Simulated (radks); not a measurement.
**Dipole-allowed lines with 3 electrons: Mn²²⁺, Fe²³⁺, Co²⁴⁺, Ni²⁵⁺**

Aim: excitation energies and oscillator strengths as poles of the dipole polarisability below minus the highest eigenvalue. Time-dependent linear response with the Hartree and adiabatic LDA kernel follows each ground state; no spin-orbit coupling. Its values go to the run's result record, not to the log.

The numbers are computed with radks (a radial shooting solver on a logarithmic mesh, Libxc functionals) version 1 (scalar-relativistic Kohn-Sham, LDA (Slater exchange, Perdew-Wang correlation), spin-polarised, spherical densities, finite nucleus; open shells are filled with parallel spins first), except any that are marked as measured or tabulated.

**1. The system**

* species: Mn²²⁺ ([He] 2s1), Fe²³⁺ ([He] 2s1), Co²⁴⁺ ([He] 2s1), Ni²⁵⁺ ([He] 2s1)

In the logs a row gives level, spin channel, occupation and eigenvalue; Etot, Ekin, Encl (electron-nucleus), Eh (Hartree) and Exc are energies, all in hartree; err is the last residual, it the number of iterations.

**2. Mn²²⁺, [He] 2s1**

The run's settings:

```text
Z 25
configuration [He] 2s1 2p0 3s0 3d0
relativity scalar-relativistic
functional lda,pw
spin polarised
nucleus finite rms 3.7057 fm
c 137.035999084
response adiabatic LDA kernel, real frequencies
```

The run is started by

```
> python run_ks.py task.json out
```

All runs below come from this command, one after another.

The log of the run:

```text
1s      1   1.0000        -288.23849574
2s      1   1.0000         -67.66672211
2p      1   0.0000         -65.62988910
3s      1   0.0000         -28.94919881
3d      1   0.0000         -28.06757058
1s      2   1.0000        -287.97191186
2s      2   0.0000         -66.47090688
2p      2   0.0000         -64.56232831
3s      2   0.0000         -28.62253652
3d      2   0.0000         -27.40988368
Etot -681.6538931591656
Ekin 692.4798397749828
Encl -1401.2833598861353
Eh 42.97164830801178
Exc -15.82202135602489
err 4.817672031381019e-09
it 12
```

2s up is the highest filled level (-1841.3 eV). Lines from the response step: 58.884 eV (2s-2p), f = 0.0663; 1066.9 eV (2s-3p), f = 0.372; 1414.0 eV (2s-4p), f = 0.0906; 1570.3 eV (2s-5p), f = 0.0374; 1654.1 eV (2s-6p), f = 0.0194; 1704.3 eV (2s-7p), f = 0.0114.

Sizes of the orbitals, from the radial functions (bohr):

```csv
level,occupation,energy (eV),<r>,outermost maximum (interpolated),90 % within,nodes
2s up,1,-1841.3,0.2500,0.217,0.381,1
2s down,0,-1808.8,0.2507,0.216,0.383,1
2p up,0,-1785.9,0.2135,0.170,0.342,0
2p down,0,-1756.8,0.2133,0.169,0.343,0
3s up,0,-787.75,0.5731,0.552,0.827,2
3s down,0,-778.86,0.5787,0.557,0.835,2
3d up,0,-763.76,0.4570,0.390,0.689,0
3d down,0,-745.86,0.4672,0.400,0.705,0
```

The radial density on a logarithmic grid:

```csv
r (bohr),4πr²ρ (e/bohr)
0.00202,0.5235
0.00269,0.8919
0.00358,1.502
0.00478,2.493
0.00638,4.055
0.00850,6.423
0.0113,9.816
0.0151,14.31
0.0202,19.57
0.0269,24.60
0.0359,27.60
0.0475,26.70
0.0633,21.17
0.0845,13.08
0.113,6.644
0.150,4.471
0.200,4.709
0.267,3.902
0.357,1.803
0.476,0.3898
0.634,0.03191
```

**3. Fe²³⁺, [He] 2s1**

The run's settings:

```text
Z 26
configuration [He] 2s1 2p0 3s0 3d0
relativity scalar-relativistic
functional lda,pw
spin polarised
nucleus finite rms 3.7377 fm
c 137.035999084
response adiabatic LDA kernel, real frequencies
```

The log of the run:

```text
1s      1   1.0000        -313.06091382
2s      1   1.0000         -73.70346152
2p      1   0.0000         -71.52446670
3s      1   0.0000         -31.57431493
3d      1   0.0000         -30.62672921
1s      2   1.0000        -312.78183426
2s      2   0.0000         -72.45142080
2p      2   0.0000         -70.40745305
3s      2   0.0000         -31.23044594
3d      2   0.0000         -29.93485192
Etot -738.9171253818158
Ekin 751.6852531846592
Encl -1518.908069945132
Eh 44.78337729847799
Exc -16.477685919821038
err 4.504955372991468e-09
it 12
```

The top filled level is 2s up, -2005.6 eV. Lines from the response step: 62.916 eV (2s-2p), f = 0.0651; 1160.9 eV (2s-3p), f = 0.373; 1539.2 eV (2s-4p), f = 0.0909; 1709.6 eV (2s-5p), f = 0.0375; 1801.1 eV (2s-6p), f = 0.0194; 1855.9 eV (2s-7p), f = 0.0115.

**4. Co²⁴⁺, [He] 2s1**

The run's settings:

```text
Z 27
configuration [He] 2s1 2p0 3s0 3d0
relativity scalar-relativistic
functional lda,pw
spin polarised
nucleus finite rms 3.7875 fm
c 137.035999084
response adiabatic LDA kernel, real frequencies
```

The log of the run:

```text
1s      1   1.0000        -338.93629108
2s      1   1.0000         -80.00617376
2p      1   0.0000         -77.67574458
3s      1   0.0000         -34.31604985
3d      1   0.0000         -33.29787058
1s      2   1.0000        -338.64464415
2s      2   0.0000         -78.69772613
2p      2   0.0000         -76.50910085
3s      2   0.0000         -33.95485635
3d      2   0.0000         -32.57170808
Etot -798.5571046103107
Ekin 813.5182598767835
Encl -1641.5407175568512
Eh 46.600747807801426
Exc -17.135394738044546
err 4.224296785575876e-09
it 12
```

Highest occupied level: 2s up at -2177.1 eV. Lines from the response step: 67.207 eV (2s-2p), f = 0.0642; 1259.0 eV (2s-3p), f = 0.374; 1669.8 eV (2s-4p), f = 0.0911; 1855.1 eV (2s-5p), f = 0.0376; 1954.7 eV (2s-6p), f = 0.0195; 2014.2 eV (2s-7p), f = 0.0115.

**5. Ni²⁵⁺, [He] 2s1**

The run's settings:

```text
Z 28
configuration [He] 2s1 2p0 3s0 3d0
relativity scalar-relativistic
functional lda,pw
spin polarised
nucleus finite rms 3.7757 fm
c 137.035999084
response adiabatic LDA kernel, real frequencies
```

The log of the run:

```text
1s      1   1.0000        -365.86921651
2s      1   1.0000         -86.57625495
2p      1   0.0000         -84.08429659
3s      1   0.0000         -37.17488853
3d      1   0.0000         -36.08107699
1s      2   1.0000        -365.56492767
2s      2   0.0000         -85.21122205
2p      2   0.0000         -82.86784472
3s      2   0.0000         -36.79625609
3d      2   0.0000         -35.32054419
Etot -860.5846370479481
Ekin 878.0120514600343
Encl -1769.2254589384406
Eh 48.42402950290151
Exc -17.795259072443315
err 3.971427173095648e-09
it 12
```

2s up is the highest filled level (-2355.9 eV). Lines from the response step: 71.777 eV (2s-2p), f = 0.0635; 1361.3 eV (2s-3p), f = 0.375; 1806.0 eV (2s-4p), f = 0.0913; 2006.8 eV (2s-5p), f = 0.0377; 2114.7 eV (2s-6p), f = 0.0195; 2179.3 eV (2s-7p), f = 0.0115.

**6. Summary of results**

```csv
species,−ε(HOMO) (eV),lowest orbital gap (eV),first line (eV),f,strongest line (eV),its f,static α (bohr³),measured (eV)
Mn²²⁺,1841.3,2s-2p 55.425,58.884,0.0663,1066.9,0.372,0.01451,-
Fe²³⁺,2005.6,2s-2p 59.293,62.916,0.0651,1160.9,0.373,0.01249,-
Co²⁴⁺,2177.1,2s-2p 63.414,67.207,0.0642,1259.0,0.374,0.01079,-
Ni²⁵⁺,2355.9,2s-2p 67.810,71.777,0.0635,1361.3,0.375,0.009350,-
```

**Reading.** In Mn²²⁺ the response moves the first line 3.459 eV above the bare orbital gap, and the lines found carry 100 % of the static polarisability. Very weak lines can be missed, and lines above minus the highest eigenvalue dissolve into this model's continuum.
